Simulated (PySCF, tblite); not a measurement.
# C₄H₆BrGeN: geometry, infrared bands and NMR shifts

Wanted: the infrared bands and NMR shifts of C₄H₆BrGeN (`C#[C][Ge@@H]([NH2])/[CH]=C\Br`), by calculation.

The runs use tblite 0.8.0 and PySCF 2.14.0, with density-fitted response routines of our own; the level of theory stands in each step. All values are computed, except where a source is named. Atoms are numbered from 0 throughout.

**1. Starting geometry**

13 atoms, charge 0, multiplicity 1; geometry from: force field or distance geometry start.

Bonds of the start (Å): C0–C1 1.20, C1–Ge2 1.92, Ge2–N3 1.85, Ge2–C4 1.92, C4–C5 1.33, C5–Br6 1.92, C0–H7 1.08, Ge2–H8 1.56, N3–H9 1.01, N3–H10 1.04, C4–H11 1.08, C5–H12 1.07.

**2. Geometry optimisation with GFN2-xTB**

What the job is given:

```
{"job": {"kind": "relax", "xc": "GFN2-xTB", "basis": "xTB"}, "charge": 0, "multiplicity": 1}
C     -1.442400     2.633700     0.196800
C     -1.139800     1.486000     0.337100
Ge    -0.598000    -0.332900     0.596700
N     -1.271100    -1.364900    -0.781300
C      1.311600    -0.474400     0.751900
C      2.107100    -0.340900    -0.308600
Br     1.275700     0.007000    -2.008000
H     -1.718700     3.675700     0.080300
H     -1.199500    -0.812700     1.956200
H     -1.149200    -1.013400    -1.717200
H     -1.057000    -2.372000    -0.653800
H      1.708200    -0.671000     1.736300
H      3.168700    -0.419700    -0.204100
```

Launch:

```bash
OMP_NUM_THREADS=1 python probes_run.py task.json out
```

One launch serves the whole session: the jobs run in the order shown.

**Question.** This job is followed by: GFN2-xTB harmonic vibrations, gas phase; GIAO PBE0/pcSseg-1 NMR shielding, non-relativistic, gas phase. What will the session give for the following? strongest single infrared mode (GFN2-xTB); zero-point energy (GFN2-xTB); ¹³C shifts against TMS (PBE0/pcSseg-1); ¹H shifts against TMS (PBE0/pcSseg-1, means over atoms taken as alike); ⁷³Ge shifts against GeMe4 (PBE0/pcSseg-1); ¹⁵N shifts against NH3 (PBE0/pcSseg-1); ⁷⁹Br shifts against HBr (PBE0/pcSseg-1).

The runs gave:

```
                                                              quantity                             value
                             strongest single infrared mode (GFN2-xTB)             1972 cm⁻¹, 449 km/mol
                                          zero-point energy (GFN2-xTB)                     51.2 kcal/mol
                                ¹³C shifts against TMS (PBE0/pcSseg-1)     148.8, 144.8, 102.4, 87.6 ppm
¹H shifts against TMS (PBE0/pcSseg-1, means over atoms taken as alike)  7.28, 6.54, 4.92, 1.87, 0.47 ppm
                             ⁷³Ge shifts against GeMe4 (PBE0/pcSseg-1)                           -96 ppm
                                ¹⁵N shifts against NH3 (PBE0/pcSseg-1)                          13.2 ppm
                               ⁷⁹Br shifts against HBr (PBE0/pcSseg-1)                           601 ppm
```

**Reading.** The optimisation took 80 steps and gained 0.347 eV; among the close pairs (by a distance rule), Ge2–C4 changed most, from 1.921 to 1.981 Å. No mode is imaginary among the 33: a minimum at this level. The strongest single mode, at 1972 cm⁻¹, moves mainly H8. Unscaled tight-binding wavenumbers are off by several per cent, some by more. Its intensities can rank the bands wrongly. C5 stands next to heavy halogen, whose spin-orbit shielding this run leaves out, so the computed shift lies too far downfield, most of all for carbon beside Br or I. At PBE0/pcSseg-1: The widest tensor belongs to Br6: span 1276 ppm, with a paramagnetic part of -1105 ppm. Spin-orbit coupling is left out, which matters for shieldings and couplings at and beside the heavy atoms.
